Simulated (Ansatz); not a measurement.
# Cs2Ge3: the cost of one run

Method: DFT PBE, scalar-relativistic, plane waves, PAW, in Ansatz 0.2.0.

## Step 1: The system as given

Symmetry: Pm-3m, No. 221, cubic system. Conventional cell: a = 6.981 Å, b = 6.981 Å, c = 6.981 Å, α = 90.00°, β = 90.00°, γ = 90.00°. Around Cs (site symmetry m-3m) lie 6 Ge at 3.49 Å. Around Ge (site symmetry 4/mmm) lie 2 Cs at 3.49 Å.

Structure file:

```
CELL_PARAMETERS angstrom
6.98104 0.00000 0.00000
0.00000 6.98104 0.00000
0.00000 0.00000 6.98104
ATOMIC_POSITIONS crystal
Cs 0.00000 0.00000 0.00000
Cs 0.50000 0.50000 0.50000
Ge 0.00000 0.50000 0.50000
Ge 0.50000 0.00000 0.50000
Ge 0.50000 0.50000 0.00000
```

A structure generator made this guess: random cell by space group and Wyckoff sites (Pm-3m, No. 221). Its size is a rough estimate.

## Step 2: Probe: one point on a coarse mesh

Contents of input.yaml:

```yaml
crystal:
  lattice:
    - [6.98103826, 0.0, 0.0]
    - [0.0, 6.98103826, 0.0]
    - [0.0, 0.0, 6.98103826]
  atoms:
    - { symbol: Cs, position: [0.0, 0.0, 0.0] }
    - { symbol: Cs, position: [0.5, 0.5, 0.5] }
    - { symbol: Ge, position: [0.0, 0.5, 0.5] }
    - { symbol: Ge, position: [0.5, 0.0, 0.5] }
    - { symbol: Ge, position: [0.5, 0.5, 0.0] }
basis:
  ecutwfc: 420
kpoints:
  mp_grid: { grid: [4, 4, 4] }
hamiltonian:
  xc: pbe
scf:
  occupations: { method: gaussian, width: 0.1 }
  lower_state_search: "off"
output:
  forces: true
  stress: true
  eigenvalues: true
```

The run is started by

```bash
$ ansatz run input.yaml --threads 1 --pin off --max-ram 2560MiB --backend cpu --events-out ev --progress --plain --runs-dir out
```

What time and memory should one allow on 1 thread of Intel Xeon Platinum 8488C (Sapphire Rapids), shared host?

About 5.9 s, with a peak of 0.66 GiB.
